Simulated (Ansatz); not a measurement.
# CH3B2I: basis-set convergence

An exercise on one series of results from a longer session: the logs are not shown, and one member is left open.

The runs use Ansatz 0.2.0, Gaussian basis; one geometry, several basis sets.

The runs, in order: PBE0-D4/def2-SVP; ωB97M-V/def2-SVP; PBE0-D4/def2-QZVPP; ωB97M-V/def2-QZVPP; the functionals' def2-TZVPP values are taken from earlier runs.

### The relaxed structure

An earlier PBE0-D4 in a triple-zeta def2 set relaxation fixed the geometry. I takes the def2 core potential; no spin-orbit term is included.

SMILES `IB1BC1`, 7 atoms, charge 0, spin multiplicity 1.

Atoms are counted from 1 here; the program's logs count them from 0.

Bond lengths: I1–B2 2.092 Å, B2–B3 1.541 Å, B2–C4 1.458 Å, B3–C4 1.601 Å, B3–H5 1.187 Å, C4–H6 1.086 Å, C4–H7 1.146 Å. Angles: I1–B2–B3 158.4°, I1–B2–C4 137.1°, B3–B2–C4 64.5°, B2–B3–C4 55.2°, B2–B3–H5 169.9°, C4–B3–H5 134.9°, B2–C4–B3 60.3°, B2–C4–H6 139.1°, B2–C4–H7 120.2°, B3–C4–H6 160.6°, B3–C4–H7 60.0°, H6–C4–H7 100.6°.

Set-up of the first run:

Contents of in.yaml:

```yaml
crystal:
  periodic: [false, false, false]
  atoms:
    - {symbol: I, position_ang: [-2.340828, -1.789412, 0.500466]}
    - {symbol: B, position_ang: [-0.611956, -0.698530, 0.057179]}
    - {symbol: B, position_ang: [0.797348, -0.408347, -0.493785]}
    - {symbol: C, position_ang: [-0.123246, 0.658561, 0.266739]}
    - {symbol: H, position_ang: [1.879238, -0.384069, -0.980341]}
    - {symbol: H, position_ang: [-0.454083, 1.590590, 0.715738]}
    - {symbol: H, position_ang: [0.914726, 0.963207, -0.111595]}
basis:
  gaussian: {orbitals: def2-SVP}
hamiltonian: {xc: pbe0, dispersion: d4}
output: {orbitals: {seedname: orbitals}}
```

Run with:

```
ansatz run in.yaml --threads 2 --pin off --events-out ev --progress --plain --max-ram 4352MiB
```

Among the steps run: PBE0-D4 in def2-SVP; ωB97M-V in def2-SVP; PBE0-D4 in def2-QZVPP; ωB97M-V in def2-QZVPP.

One table of the session follows, with a row left open; its other results are not shown here.

It belongs to the step «Functionals by basis». 

| functional | basis | HOMO (eV) |
| --- | --- | --- |
| PBE0-D4 | def2-SVP | -6.77 |
| PBE0-D4 | def2-TZVPP | -6.87 |
| PBE0-D4 | def2-QZVPP | -6.88 |
| ωB97M-V | def2-SVP | -8.86 |
| ωB97M-V | def2-TZVPP | -8.98 |
| ωB97M-V | def2-QZVPP | ? |

Q: Estimate the row for ωB97M-V, def2-QZVPP from the others.

As computed: HOMO (eV): -8.99. In the column «HOMO (eV)» it is the lowest.
